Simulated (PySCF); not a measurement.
# C2H3BOS (SMILES BOC#CS) at 6 levels

Aim: a comparison of 6 runs (HF/3-21G, HF/def2-SVP, HF/pcseg-2, B3LYP/STO-3G, PBE0/6-31G, CAM-B3LYP/6-311G**) of C2H3BOS. The job is set up through a Python script.

The results are computed with PySCF 2.14.0.

## (1) The molecule

C2H3BOS: 8 atoms, total charge 0, spin state singlet. As SMILES, `BOC#CS`. The coordinates come from a PBE0-D4/def2-TZVP relaxation.

Bond lengths: B1–O2 1.367 Å, O2–C3 1.297 Å, C3–C4 1.202 Å, C4–S5 1.680 Å, B1–H6 1.190 Å, B1–H7 1.193 Å, S5–H8 1.346 Å. Angles: B1–O2–C3 124.8°, O2–C3–C4 177.3°, C3–C4–S5 174.9°, O2–B1–H6 115.0°, O2–B1–H7 119.5°, C4–S5–H8 97.3°, H6–B1–H7 125.5°.

## (2) Energy and forces at HF/3-21G (run 1)

The input, run.py:

```python
from pyscf import gto, scf

mol = gto.M(
    atom='''
B      0.722253     3.663612     0.817307
O      1.954733     1.601543    -0.134737
C      0.940517    -0.606980    -0.457692
C      0.096187    -2.688135    -0.794441
S     -0.831857    -5.670690    -1.363815
H      1.968906     5.528772     0.973587
H     -1.444885     3.484655     1.413515
H     -3.231810    -5.420679    -0.559170
''',
    unit='bohr',
    spin=0,
    verbose=4,
    charge=0,
    basis='3-21g',
    max_memory=1860,
)

mf = scf.RHF(mol)
mf.conv_tol = 1e-10
mf.kernel()
if not mf.converged:
    mf = mf.newton().run(mf.mo_coeff, mf.mo_occ)

energy = mf.e_tot
print(f'total energy: {energy:.8f} hartree')
grad = mf.nuc_grad_method().kernel()
dip = mf.dip_moment()
pop, q = mf.mulliken_pop()
```

Command:

```
$ OMP_NUM_THREADS=1 python run.py
```

Log:

```text
PySCF version 2.14.0

[... 66 lines left out ...]
converged SCF energy = -571.537669646108
total energy: -571.53766965 hartree
[... 11 lines left out ...]
Dipole moment(X, Y, Z, Debye): -1.79784,  1.03755,  0.83869
[... 64 lines left out ...]
charge of    7H =      0.10374
```

It took 3.6 s on 1 thread of Intel Xeon at 2.50GHz (Skylake/Cascade Lake), shared host; peak memory 0.13 GiB.

## (3) Energy and gradient at HF/def2-SVP (run 2)

The input, calc.py:

```python
import pyscf.grad
from pyscf import gto

mol = gto.Mole()
mol.atom = '''
B      0.722253     3.663612     0.817307
O      1.954733     1.601543    -0.134737
C      0.940517    -0.606980    -0.457692
C      0.096187    -2.688135    -0.794441
S     -0.831857    -5.670690    -1.363815
H      1.968906     5.528772     0.973587
H     -1.444885     3.484655     1.413515
H     -3.231810    -5.420679    -0.559170
'''
mol.verbose = 4
mol.spin = 0
mol.charge = 0
mol.max_memory = 1860
mol.basis = 'def2-svp'
mol.unit = 'bohr'
mol.build()

hf = mol.RHF()
hf.conv_tol = 1e-10
hf.kernel()
if not hf.converged:
    hf = hf.newton().run(hf.mo_coeff, hf.mo_occ)

e_final = hf.e_tot
print('E(%s) = %.9f' % ('HF', e_final))
grad = hf.Gradients().kernel()
hf.analyze()
```

Command:

```
$ OMP_NUM_THREADS=1 python calc.py
```

Log:

```text
PySCF version 2.14.0

[... 91 lines left out ...]
MO #4   energy= -11.2574509878671  occ= 2
[... 16 lines left out ...]
MO #21  energy= -0.392538317545761 occ= 2
[... 16 lines left out ...]
MO #38  energy= 0.668644283262371  occ= 0
[... 16 lines left out ...]
MO #55  energy= 1.26177352575119   occ= 0
[... 16 lines left out ...]
MO #72  energy= 2.02843982500212   occ= 0
[... 16 lines left out ...]
MO #89  energy= 4.25268604717302   occ= 0
[... 100 lines left out ...]
Dipole moment(X, Y, Z, Debye): -1.47147,  0.87506,  0.69392
```

Wall time 12 s (1 thread of Intel Xeon at 2.50GHz (Skylake/Cascade Lake), shared host); peak memory 0.18 GiB.

Runs 3 to 5 aren't shown in full; the table further down has their settings and results.

## (4) Energy and forces at CAM-B3LYP/6-311G(d,p) (run 6)

The input, input.py:

```python
from pyscf import gto, dft

system = gto.M(
    atom='''
B      0.722253     3.663612     0.817307
O      1.954733     1.601543    -0.134737
C      0.940517    -0.606980    -0.457692
C      0.096187    -2.688135    -0.794441
S     -0.831857    -5.670690    -1.363815
H      1.968906     5.528772     0.973587
H     -1.444885     3.484655     1.413515
H     -3.231810    -5.420679    -0.559170
''',
    basis='6-311g**',
    spin=0,
    verbose=4,
    max_memory=1860,
    unit='bohr',
)

calc0 = dft.RKS(system, xc='cam-b3lyp')
calc0.grids.level = 5
calc0.conv_tol = 1e-10
calc0.kernel()
if not calc0.converged:
    calc0 = calc0.newton().run(calc0.mo_coeff, calc0.mo_occ)

etot = calc0.e_tot
print('E = %.10f Eh' % etot)
grad = calc0.nuc_grad_method().kernel()
dip = calc0.dip_moment()
pop, q = calc0.mulliken_pop()
```

Command:

```
$ OMP_NUM_THREADS=1 python input.py
```

Log:

```text
PySCF version 2.14.0

[... 80 lines left out ...]
converged SCF energy = -576.187011909042
[... 13 lines left out ...]
Dipole moment(X, Y, Z, Debye): -1.29055,  0.49684,  0.53249
[... 125 lines left out ...]
charge of    7H =      0.08347
```

Wall time 2.3 min (1 thread of Intel Xeon at 2.50GHz (Skylake/Cascade Lake), shared host); peak memory 1.2 GiB.

## (5) Overview of the runs

```tsv
run	level	integration grid	energy (Eh)	dipole moment (D)	HOMO energy (eV)	LUMO energy (eV)	wall time
1	HF/3-21G	–	-571.537670	2.24	-9.23	2.72	3.6 s
2	HF/def2-SVP	–	-574.235035	1.85	-9.08	2.48	12 s
3	HF/pcseg-2	–	-574.570227	1.80	-9.09	1.80	3.7 min
4	B3LYP/STO-3G	5	-569.505148	1.65	-3.75	1.94	21 s
5	PBE0/6-31G	5	-575.736383	2.01	-6.66	-1.04	35 s
6	CAM-B3LYP/6-311G**	5	-576.187012	1.48	-7.87	-0.08	2.3 min
```

## (6) Summary of results

```
                       quantity          value
            run 6: total energy  -576.18701 Eh
           run 6: dipole moment         1.48 D
             run 6: HOMO energy       -7.87 eV
             run 6: LUMO energy       -0.08 eV
           run 6: HOMO–LUMO gap        7.78 eV
run 6: largest force on an atom     1.213 eV/Å
```

**Reading.** The dipole moment (its size) runs from 1.48 D (CAM-B3LYP/6-311G**) to 2.24 D (HF/3-21G). The two ends differ in method and basis. The HOMO–LUMO gap runs from 5.61 eV (PBE0/6-31G) to 11.95 eV (HF/3-21G). Totals of different functionals can't be ranked against each other. In run 4 the basis is minimal, so the values are rough. All runs together took 7.2 min, the longest 3.7 min.
